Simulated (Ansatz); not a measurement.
# CH₆Si + HF: a complex and its separated parts

The complex below is one end of an elementary step. How strongly is it bound against its free parts?

Method: PBE0-D4/def2-TZVP structures, single points in def2-TZVPP, no counterpoise correction; program: Ansatz 0.2.0, Gaussian basis.

Levels: SPW92, PBE-D4, BLYP-D4, r2SCAN-D4, B97M-V, PBE0-D4, B3LYP-D4, r2SCAN0-D4, BHLYP-D4, CAM-B3LYP-D4, wB97X-V, wB97M-V, B2PLYP, PBE-QIDH, RPA on PBE, Hartree-Fock, MP2, CCSD, CCSD(T).

Correlated methods freeze the cores. B3LYP uses VWN-RPA correlation. B2PLYP carries no dispersion term here.

95 further runs of the same task are left out: 1 that didn't finish, 94 set aside as unsound or not needed.

**1. Starting geometry**

The complex: 10 atoms, charge 0, spin multiplicity 1.

Atoms are counted from 1 here; the program's logs count them from 0.

Bond lengths: Si1–H2 1.501 Å, Si1–H3 1.485 Å, Si1–H4 1.485 Å, Si1–C5 1.864 Å, C5–H8 1.092 Å, C5–H9 1.092 Å, C5–H10 1.092 Å, H6–F7 0.928 Å. Angles: H2–Si1–H3 106.0°, H2–Si1–H4 106.8°, H2–Si1–C5 110.2°, H3–Si1–H4 109.3°, H3–Si1–C5 112.2°, H4–Si1–C5 112.1°, Si1–C5–H8 110.7°, Si1–C5–H9 110.5°, Si1–C5–H10 110.8°, H8–C5–H9 108.5°, H8–C5–H10 108.1°, H9–C5–H10 108.2°.

As a file:

```
Si   -0.3675   -0.9259   -0.2928
H     1.0824   -1.1876   -0.0050
H    -0.6544   -1.5943   -1.5880
H    -1.1448   -1.5887    0.7849
C    -0.6894    0.9090   -0.3612
H     1.8752   -0.0754    1.0112
F     2.1658    0.5986    1.5792
H    -0.4207    1.3829    0.5850
H    -1.7454    1.1051   -0.5593
H    -0.1012    1.3762   -1.1539
```

Its parts: CH₆Si holds atoms 1, 2, 3, 4, 5, 8, 9, 10; HF holds atoms 6, 7. Each part counts its atoms afresh in its own runs.

**2. Relaxing CH₆Si alone**

Input file relax-a/in.yaml:

```yaml
crystal:
  periodic: [false, false, false]
  atoms:
    - {symbol: Si, position_ang: [-0.367505, -0.925852, -0.292843]}
    - {symbol: H, position_ang: [1.082392, -1.187617, -0.004968]}
    - {symbol: H, position_ang: [-0.654385, -1.594261, -1.587983]}
    - {symbol: H, position_ang: [-1.144784, -1.588668, 0.784860]}
    - {symbol: C, position_ang: [-0.689351, 0.909049, -0.361238]}
    - {symbol: H, position_ang: [-0.420730, 1.382867, 0.585008]}
    - {symbol: H, position_ang: [-1.745409, 1.105050, -0.559252]}
    - {symbol: H, position_ang: [-0.101164, 1.376241, -1.153932]}
basis:
  gaussian: {orbitals: def2-TZVP}
hamiltonian: {xc: pbe0, dispersion: d4}
relax: {f_tol: 0.005, max_steps: 200}
```

On the command line:

```console
ansatz run in.yaml --threads 2 --pin off --events-out ev --progress --plain --max-ram 4352MiB
```

The runs that follow: Relaxing HF alone; SPW92/def2-TZVPP; PBE-D4/def2-TZVPP; BLYP-D4/def2-TZVPP; r2SCAN-D4/def2-TZVPP; B97M-V/def2-TZVPP; PBE0-D4/def2-TZVPP; B3LYP-D4/def2-TZVPP; r2SCAN0-D4/def2-TZVPP; BHLYP-D4/def2-TZVPP; CAM-B3LYP-D4/def2-TZVPP; wB97X-V/def2-TZVPP; wB97M-V/def2-TZVPP; B2PLYP/def2-TZVPP; PBE-QIDH/def2-TZVPP; RPA on PBE/def2-TZVPP; CCSD(T)/def2-TZVPP; Vibrations of CH₆Si; Vibrations of HF.

Before running it: what results should come out? Wanted: complex less parts, CCSD(T)/def2-TZVPP; with zero-point energy; largest T1 diagnostic.

As calculated:

| quantity | value |
| --- | --- |
| complex less parts, CCSD(T)/def2-TZVPP | -0.099 eV |
| with zero-point energy | -0.042 eV |
| largest T1 diagnostic | 0.010 |

At CCSD(T) the complex lies 0.099 eV below its parts. B2PLYP is the best functional here (-0.003 eV from CCSD(T)); SPW92 is the worst (-0.170 eV). Mean unsigned error by rung: LDA 0.170, GGA 0.063, meta-GGA 0.046, hybrid 0.033, range-separated hybrid 0.036, double hybrid 0.004 eV. PBE-D4 gives a relative energy 0.076 eV too low, an error of 77 % of the reference. No counterpoise was applied, and triple zeta lacks some correlation, so the CCSD(T) reference has a basis error of its own, and close matches with it are partly luck.
